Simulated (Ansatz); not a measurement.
# BH8NOSi2: one species, many methods

An exercise on one series of results from a longer session: the logs are not shown, and one member is left open.

The runs use Ansatz 0.2.0, Gaussian basis; functionals in def2-TZVPP, the program's frozen cores in correlated methods.

Levels to be run: PBE-D4, r2SCAN-D4, PBE0-D4, B3LYP-D4, ωB97X-V, ωB97M-V, B2PLYP; CCSD(T)/def2-TZVPP; MP2/def2-QZVPP; extrapolation to the limit.

## The relaxed structure

The geometry comes from an earlier relaxation with PBE0-D4 in a triple-zeta def2 set; it is a stationary point, not always the lowest conformer.

SMILES `BO[SiH](N)[SiH3]`, 13 atoms, charge 0, spin multiplicity 1.

Atoms are counted from 1 here; the program's logs count them from 0.

Bond lengths: B1–O2 1.343 Å, B1–H6 1.199 Å, B1–H7 1.207 Å, O2–Si3 1.673 Å, Si3–N4 1.703 Å, Si3–Si5 2.346 Å, Si3–H8 1.483 Å, N4–H9 1.007 Å, N4–H10 1.006 Å, Si5–H11 1.490 Å, Si5–H12 1.488 Å, Si5–H13 1.487 Å. Angles: O2–B1–H6 118.6°, O2–B1–H7 120.2°, H6–B1–H7 121.2°, B1–O2–Si3 131.4°, O2–Si3–N4 113.5°, O2–Si3–Si5 110.3°, O2–Si3–H8 104.3°, N4–Si3–Si5 108.1°, N4–Si3–H8 106.9°, Si5–Si3–H8 113.7°, Si3–N4–H9 121.7°, Si3–N4–H10 121.9°, H9–N4–H10 111.7°, Si3–Si5–H11 110.6°, Si3–Si5–H12 108.5°, Si3–Si5–H13 112.1°, H11–Si5–H12 108.2°, H11–Si5–H13 108.8° and more.

Set-up of the first run:

in.yaml reads:

```yaml
crystal:
  periodic: [false, false, false]
  atoms:
    - {symbol: B, position_ang: [-2.044002, 0.683563, 0.742616]}
    - {symbol: O, position_ang: [-1.590596, 0.022793, -0.334937]}
    - {symbol: Si, position_ang: [-0.036068, -0.313518, -0.854931]}
    - {symbol: N, position_ang: [0.387598, -1.957298, -0.713050]}
    - {symbol: Si, position_ang: [1.521616, 0.949724, 0.362158]}
    - {symbol: H, position_ang: [-3.228981, 0.768631, 0.907845]}
    - {symbol: H, position_ang: [-1.267226, 1.175870, 1.524427]}
    - {symbol: H, position_ang: [-0.057689, 0.003392, -2.303220]}
    - {symbol: H, position_ang: [0.042519, -2.650067, -1.357188]}
    - {symbol: H, position_ang: [0.646957, -2.365434, 0.169523]}
    - {symbol: H, position_ang: [1.665904, 0.413398, 1.744259]}
    - {symbol: H, position_ang: [2.843130, 0.850440, -0.315412]}
    - {symbol: H, position_ang: [1.137239, 2.383808, 0.442910]}
basis:
  gaussian: {orbitals: def2-TZVPP}
hamiltonian: {xc: pbe, dispersion: d4}
output: {forces: true, orbitals: {seedname: orbitals}}
```

Run with:

```console
$ ansatz run in.yaml --threads 4 --pin off --events-out ev --progress --plain --max-ram 10444MiB
```

Among the steps run: PBE-D4 (GGA); r2SCAN-D4 (meta-GGA); PBE0-D4 (hybrid); B3LYP-D4 (hybrid); ωB97X-V (range-separated); ωB97M-V (range-separated); B2PLYP (double hybrid); CCSD(T) in def2-TZVPP; MP2 in def2-QZVPP.

One table of the session follows, with a row left open; its other results are not shown here.

| method | atomisation energy (kJ/mol) |
| --- | --- |
| PBE-D4 | 4507.2 |
| r2SCAN-D4 | 4492.3 |
| PBE0-D4 | 4455.3 |
| B3LYP-D4 | 4507.1 |
| ωB97X-V | 4524.7 |
| ωB97M-V | 4511.4 |
| B2PLYP | 4447.5 |
| HF/def2-TZVPP | 3337.9 |
| MP2/def2-TZVPP | 4407.1 |
| CCSD/def2-TZVPP | 4320.0 |
| CCSD(T)/def2-TZVPP | 4371.7 |
| MP2/CBS | 4532.0 |
| CCSD(T)/CBS | ? |

**Question.** Estimate the row for CCSD(T)/CBS.

As computed: atomisation energy (kJ/mol): 4496.6. In the column «atomisation energy (kJ/mol)» it lies between r2SCAN-D4 (4492.3) and B3LYP-D4 (4507.1).

To keep in mind: Free atoms (1 B, 1 O, 2 Si, 1 N, 8 H) were run apart at each level; the atomisation energy is their sum less the molecule, without zero-point or spin-orbit terms.
